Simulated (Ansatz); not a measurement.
# ClH₇N₂OSi₂: a ladder of functionals and wavefunction methods

The task here is to estimate one member of a computed series from the others.

The runs use Ansatz 0.2.0, Gaussian basis; functionals in def2-TZVPP, the program's frozen cores in correlated methods.

Levels to be run: PBE-D4, r2SCAN-D4, PBE0-D4, B3LYP-D4, ωB97X-V, ωB97M-V, B2PLYP; CCSD(T)/def2-TZVPP; MP2/def2-QZVPP; extrapolation to the limit.

## The relaxed structure

The geometry comes from an earlier relaxation with PBE0-D4 in a triple-zeta def2 set; it is a stationary point, not always the lowest conformer.

SMILES `N[Si@@H](O)[Si@@H](N)Cl`, 13 atoms, charge 0, spin multiplicity 1.

Atoms are counted from 1 here; the program's logs count them from 0.

Bond lengths: N1–Si2 1.715 Å, N1–H7 1.007 Å, N1–H8 1.008 Å, Si2–O3 1.653 Å, Si2–Si4 2.341 Å, Si2–H9 1.488 Å, O3–H10 0.959 Å, Si4–N5 1.711 Å, Si4–Cl6 2.087 Å, Si4–H11 1.482 Å, N5–H12 1.009 Å, N5–H13 1.008 Å. Angles: Si2–N1–H7 121.8°, Si2–N1–H8 121.1°, H7–N1–H8 111.8°, N1–Si2–O3 117.3°, N1–Si2–Si4 106.2°, N1–Si2–H9 104.4°, O3–Si2–Si4 104.8°, O3–Si2–H9 109.8°, Si4–Si2–H9 114.6°, Si2–O3–H10 118.0°, Si2–Si4–N5 106.2°, Si2–Si4–Cl6 107.5°, Si2–Si4–H11 117.1°, N5–Si4–Cl6 114.3°, N5–Si4–H11 107.5°, Cl6–Si4–H11 104.5°, Si4–N5–H12 118.3°, Si4–N5–H13 120.8° and more.

Set-up of the first run:

File in.yaml:

```yaml
crystal:
  periodic: [false, false, false]
  atoms:
    - {symbol: N, position_ang: [0.362248, -0.466123, -1.728054]}
    - {symbol: Si, position_ang: [0.733156, 0.703982, -0.530689]}
    - {symbol: O, position_ang: [0.201660, 2.247939, -0.787426]}
    - {symbol: Si, position_ang: [-0.358866, 0.012623, 1.420976]}
    - {symbol: N, position_ang: [-1.256936, -1.380890, 0.998414]}
    - {symbol: Cl, position_ang: [1.101955, -0.313670, 2.875866]}
    - {symbol: H, position_ang: [0.975492, -0.641104, -2.507158]}
    - {symbol: H, position_ang: [-0.592465, -0.708240, -1.940644]}
    - {symbol: H, position_ang: [2.218876, 0.690782, -0.446405]}
    - {symbol: H, position_ang: [0.622894, 2.759792, -1.480084]}
    - {symbol: H, position_ang: [-1.296695, 0.974743, 2.045481]}
    - {symbol: H, position_ang: [-0.810965, -2.082046, 0.426520]}
    - {symbol: H, position_ang: [-1.900345, -1.797777, 1.653214]}
basis:
  gaussian: {orbitals: def2-TZVPP}
hamiltonian: {xc: pbe, dispersion: d4}
output: {forces: true, orbitals: {seedname: orbitals}}
```

Launch:

```console
> ansatz run in.yaml --threads 2 --pin off --events-out ev --progress --plain --max-ram 32768MiB --backend cuda --devices 0, --max-vram 18GiB
```

Among the steps run: PBE-D4 (GGA); r2SCAN-D4 (meta-GGA); PBE0-D4 (hybrid); B3LYP-D4 (hybrid); ωB97X-V (range-separated); ωB97M-V (range-separated); B2PLYP (double hybrid); CCSD(T) in def2-TZVPP; MP2 in def2-QZVPP.

One table of the session follows, with a row left open; its other results are not shown here.

| method | atomisation energy (kcal/mol) |
| --- | --- |
| PBE-D4 | 1096.3 |
| r2SCAN-D4 | 1080.1 |
| PBE0-D4 | 1075.8 |
| B3LYP-D4 | ? |
| ωB97X-V | 1091.3 |
| ωB97M-V | 1089.1 |
| B2PLYP | 1068.5 |
| HF/def2-TZVPP | 754.3 |
| MP2/def2-TZVPP | 1065.8 |
| CCSD/def2-TZVPP | 1031.4 |
| CCSD(T)/def2-TZVPP | 1048.1 |
| MP2/CBS | 1104.7 |
| CCSD(T)/CBS | 1087.1 |

**Question.** Estimate the row for B3LYP-D4.

As computed: atomisation energy (kcal/mol): 1083.2. In the column «atomisation energy (kcal/mol)» it lies between r2SCAN-D4 (1080.1) and CCSD(T)/CBS (1087.1).
